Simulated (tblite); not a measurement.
# C2H7N3SSi3: the cost of one run

The runs use tblite 0.8.0 and PySCF 2.14.0, with density-fitted response routines of our own; the level of theory stands in each step. All values are computed, except where a source is named. Atoms count from 0, in the outputs and in this text.

**1. Starting geometry**

16 atoms, charge 0, multiplicity 1; geometry from: force field or distance geometry start.

Bonds of the start (Å): N0–C1 1.13, C1–Si2 1.81, Si2–Si3 2.20, Si3–N4 1.77, Si3–C5 1.83, C5–N6 1.15, Si3–S7 2.17, S7–Si8 2.15, Si2–H9 1.48, Si2–H10 1.47, N4–H11 1.03, N4–H12 1.04, Si8–H13 1.46, Si8–H14 1.48, Si8–H15 1.45.

**2. Relaxing the molecule with GFN2-xTB**

Job settings and geometry (Å):

```
{"job": {"kind": "relax", "xc": "GFN2-xTB", "basis": "xTB"}, "charge": 0, "multiplicity": 1}
N     -3.173400     0.681600    -2.240900
C     -2.349700     0.834100    -1.476200
Si    -1.036500     1.082300    -0.249500
Si    -0.341100    -0.776400     0.693500
N     -1.634200    -1.839500     1.276500
C      0.611900    -1.701100    -0.568800
N      1.229500    -2.275700    -1.350300
S      1.042600    -0.176500     2.257000
Si     2.609800     0.859300     1.201800
H     -1.494300     2.027400     0.786700
H      0.112800     1.675300    -0.947100
H     -2.288800    -1.401100     1.940900
H     -2.119300    -2.300300     0.474200
H      2.888700     2.165000     1.798200
H      2.163300     1.153600    -0.176000
H      3.771100     0.001000     1.103600
```

The run is started by

```console
$ OMP_NUM_THREADS=1 python probes_run.py task.json out
```

The driver reads the jobs from task.json and runs them one after another.

Q: Estimate the wall time and peak memory of this first job on 1 thread of Arm Neoverse V1, shared host.

About 2.7 s, with a peak of 0.17 GiB.
